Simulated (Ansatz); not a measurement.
**CH6AlNO: how energies converge with the basis set**

One table from this session's results is given with a row withheld; the runs are named, their logs left out.

Method: one geometry, several basis sets; program: Ansatz 0.2.0, Gaussian basis.

The runs, in order: PBE0-D4/def2-SVP; ωB97M-V/def2-SVP; PBE0-D4/def2-QZVPP; ωB97M-V/def2-QZVPP; the functionals' def2-TZVPP values are taken from earlier runs.

## Structure used throughout

All runs share one geometry, relaxed beforehand with PBE0-D4 in a triple-zeta def2 set.

SMILES `C[NH][AlH][OH]`, 10 atoms, charge 0, spin multiplicity 1.

Atoms are counted from 1 here; the program's logs count them from 0.

Bond lengths: C1–N2 1.446 Å, C1–H5 1.097 Å, C1–H6 1.093 Å, C1–H7 1.097 Å, N2–Al3 1.768 Å, N2–H8 1.009 Å, Al3–O4 1.696 Å, Al3–H9 1.573 Å, O4–H10 0.954 Å. Angles: N2–C1–H5 112.5°, N2–C1–H6 110.1°, N2–C1–H7 112.6°, H5–C1–H6 106.9°, H5–C1–H7 107.6°, H6–C1–H7 106.9°, C1–N2–Al3 129.8°, C1–N2–H8 111.9°, Al3–N2–H8 118.3°, N2–Al3–O4 121.8°, N2–Al3–H9 119.8°, O4–Al3–H9 118.3°, Al3–O4–H10 125.8°.

Set-up of the first run:

The input, in.yaml:

```yaml
crystal:
  periodic: [false, false, false]
  atoms:
    - {symbol: C, position_ang: [-1.069544, 0.306429, -0.876636]}
    - {symbol: N, position_ang: [-0.485336, -0.655460, 0.031040]}
    - {symbol: Al, position_ang: [1.013013, -0.565073, 0.965424]}
    - {symbol: O, position_ang: [2.031376, 0.789202, 0.894588]}
    - {symbol: H, position_ang: [-2.061381, 0.642721, -0.551020]}
    - {symbol: H, position_ang: [-0.437649, 1.196253, -0.938616]}
    - {symbol: H, position_ang: [-1.169716, -0.084539, -1.896480]}
    - {symbol: H, position_ang: [-1.050646, -1.487780, 0.112381]}
    - {symbol: H, position_ang: [1.428987, -1.763858, 1.895021]}
    - {symbol: H, position_ang: [1.883995, 1.570905, 0.367397]}
basis:
  gaussian: {orbitals: def2-SVP}
hamiltonian: {xc: pbe0, dispersion: d4}
output: {orbitals: {seedname: orbitals}}
```

Run with:

```
ansatz run in.yaml --threads 2 --pin off --events-out ev --progress --plain --max-ram 4352MiB
```

Steps of the session up to this table: PBE0-D4 in def2-SVP; ωB97M-V in def2-SVP; PBE0-D4 in def2-QZVPP; ωB97M-V in def2-QZVPP.

One table of the session follows, with a row left open; its other results are not shown here.

It belongs to the step «Density functionals: the series». 

| functional | basis | HOMO (eV) | LUMO (eV) |
| --- | --- | --- | --- |
| PBE0-D4 | def2-SVP | -6.64 | 0.48 |
| PBE0-D4 | def2-TZVPP | ? | ? |
| PBE0-D4 | def2-QZVPP | -6.84 | -0.13 |
| ωB97M-V | def2-SVP | -8.96 | 2.17 |
| ωB97M-V | def2-TZVPP | -9.15 | 1.72 |
| ωB97M-V | def2-QZVPP | -9.19 | 1.06 |

Q: Estimate the row for PBE0-D4, def2-TZVPP from the others.

The run gave: HOMO (eV): -6.81; LUMO (eV): 0.19. In the column «HOMO (eV)» it lies between PBE0-D4, def2-QZVPP (-6.84) and PBE0-D4, def2-SVP (-6.64).
